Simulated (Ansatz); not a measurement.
# TiHO+ (quintet): wave-function methods side by side, def2-QZVPP

The task here is to estimate one member of a computed series from the others.

The runs use Ansatz 0.2.0, Gaussian basis; def2-QZVPP, core rule «outside noble gas», up to 10 orbitals frozen.

The runs, in order: UHF; ROHF; CCSD(T) on UHF.

## The system

The geometry is a PBE0/def2-TZVP stationary point (not a proven minimum) of the parent state, kept for this charge and spin.

3 atoms, charge 1, spin multiplicity 5.

Atoms are counted from 1 here; the program's logs count them from 0.

Bond lengths: Ti1–O2 1.702 Å, Ti1–H3 1.852 Å. Angles: O2–Ti1–H3 180.0°.

Set-up of the first run:

The input, in.yaml:

```yaml
crystal:
  periodic: [false, false, false]
  atoms:
    - {symbol: Ti, position_ang: [0.000000, 0.000000, -0.050233]}
    - {symbol: O, position_ang: [0.000000, 0.000000, -1.751733]}
    - {symbol: H, position_ang: [0.000000, 0.000000, 1.801967]}
basis:
  gaussian: {orbitals: "def2-QZVPP.json"}
total_charge: 1
magnetization: {spin_polarized: true, initial_magnetization: 4}
hamiltonian: {xc: hf}
output: {orbitals: {seedname: orbitals}}
```

Command:

```console
$ ansatz run in.yaml --threads 1 --pin off --events-out ev --progress --plain --max-ram 4096MiB --backend cpu
```

Steps of the session up to this table: UHF; ROHF; CCSD(T) on UHF.

One table of the session follows, with a row left open; its other results are not shown here.

| method | from UCCSD(T) (kcal/mol) |
| --- | --- |
| ROHF | +178.63 |
| UHF | +172.90 |
| UMP2 | ? |
| UCCSD | +7.36 |
| UCCSD(T) | 0 |

**Question.** Estimate the row for UMP2.

The run gave: from UCCSD(T) (kcal/mol): +16.14. In the column «from UCCSD(T) (kcal/mol)» it lies between UCCSD (+7.36) and UHF (+172.90).
